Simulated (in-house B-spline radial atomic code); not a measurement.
# Ir: isotopes

What do the measured radii and masses of the isotopes do to the energy of Ir?

Program: in-house B-spline radial atomic code version 1. Level of theory: Dirac-Hartree-Fock, average of configuration, Fermi nucleus, basis-set limit. These are calculated values, not measurements, unless marked.

## 1. What is computed

```
element       : iridium (Z = 77)
charge        : 0
electrons     : 77
configuration : 1s2 2s2 2p6 3s2 3p6 3d10 4s2 4p6 4d10 4f14 5s2 5p6 5d-4 5d+3 6s2
Hamiltonian   : Dirac-Coulomb
nucleus       : Fermi, rms radius 5.370 fm
```

In configurations, a minus sign after the shell means j = l − 1/2 and a plus sign j = l + 1/2; the count of electrons follows.

Input settings:

```ini
Z = 77
electrons = 77.0
configuration = 1s2 2s2 2p6 3s2 3p6 3d10 4s2 4p6 4d10 4f14 5s2 5p6 5d-4 5d+3 6s2
hamiltonian = dirac
method = hf
spin_polarised = False
nucleus = fermi
rms_radius = 5.3705
mass_number = 182
atomic_mass = 181.958076296
speed_of_light = 137.035999084
```

From the earlier run of the reference: total energy -17846.847748 hartree (electron-nucleus part -44790.0368, recoil term 0.03280760). Levels, eight at most:

```tsv
orbital	occupation	energy (eV)	<r> (bohr)
5s1/2	2	-115.50	0.9922
4f5/2	6	-84.260	0.5277
4f7/2	8	-80.771	0.5335
5p1/2	2	-78.741	1.084
5p3/2	4	-62.448	1.173
5d3/2	4	-13.593	1.638
5d5/2	3	-11.881	1.719
6s1/2	2	-8.100	3.089
```

## 2. Mass number 183

Input settings:

```ini
Z = 77
electrons = 77.0
configuration = 1s2 2s2 2p6 3s2 3p6 3d10 4s2 4p6 4d10 4f14 5s2 5p6 5d-4 5d+3 6s2
hamiltonian = dirac
method = hf
spin_polarised = False
nucleus = fermi
rms_radius = 5.378
mass_number = 183
atomic_mass = 182.956841231
speed_of_light = 137.035999084
```

## 3. Mass number 184

The settings differ from step 2 so:

```diff
@@ -7,5 +7,5 @@
 nucleus = fermi
-rms_radius = 5.378
-mass_number = 183
-atomic_mass = 182.956841231
+rms_radius = 5.3805
+mass_number = 184
+atomic_mass = 183.957476
 speed_of_light = 137.035999084
```

## 4. Mass number 185

The settings differ from step 3 so:

```diff
@@ -7,5 +7,5 @@
 nucleus = fermi
-rms_radius = 5.3805
-mass_number = 184
-atomic_mass = 183.957476
+rms_radius = 5.3854
+mass_number = 185
+atomic_mass = 184.956698
 speed_of_light = 137.035999084
```

## 5. Mass number 186

The settings differ from step 4 so:

```diff
@@ -7,5 +7,5 @@
 nucleus = fermi
-rms_radius = 5.3854
-mass_number = 185
-atomic_mass = 184.956698
+rms_radius = 5.39
+mass_number = 186
+atomic_mass = 185.957946754
 speed_of_light = 137.035999084
```

## 6. Mass number 187

The settings differ from step 5 so:

```diff
@@ -7,5 +7,5 @@
 nucleus = fermi
-rms_radius = 5.39
-mass_number = 186
-atomic_mass = 185.957946754
+rms_radius = 5.3812
+mass_number = 187
+atomic_mass = 186.957542
 speed_of_light = 137.035999084
```

By how much, and in which direction, does each change move the total energy and the levels?

The runs gave:

All values are changes from the reference run; energy changes under 4e-04 eV count as noise.

| change | rms radius (fm) | δ<r²> (fm²) | Δ total energy (eV) | Δ recoil term, not in the total or the levels (eV) | Δ 1s1/2 level (eV) | Δ 6s1/2 level (eV) |
| --- | --- | --- | --- | --- | --- | --- |
| mass number 183 | 5.3780 | +0.081 | +0.2146 | -0.004874 | +0.08709 | below noise |
| mass number 184 | 5.3805 | +0.108 | +0.2862 | -0.009704 | +0.1161 | below noise |
| mass number 185 | 5.3854 | +0.160 | +0.4265 | -0.01447 | +0.1731 | below noise |
| mass number 186 | 5.3900 | +0.210 | +0.5583 | -0.0192 | +0.2266 | +2.749e-05 |
| mass number 187 | 5.3812 | +0.115 | +0.3062 | -0.02387 | +0.1243 | below noise |

The total energy moves by 2661 meV for each fm² of δ<r²> (from mass number 186): a larger nucleus binds the s electrons less. For that pair the recoil (mass) term changes by 0.019 eV against 0.56 eV from size, so size rules the shift. The recoil term is approximate.
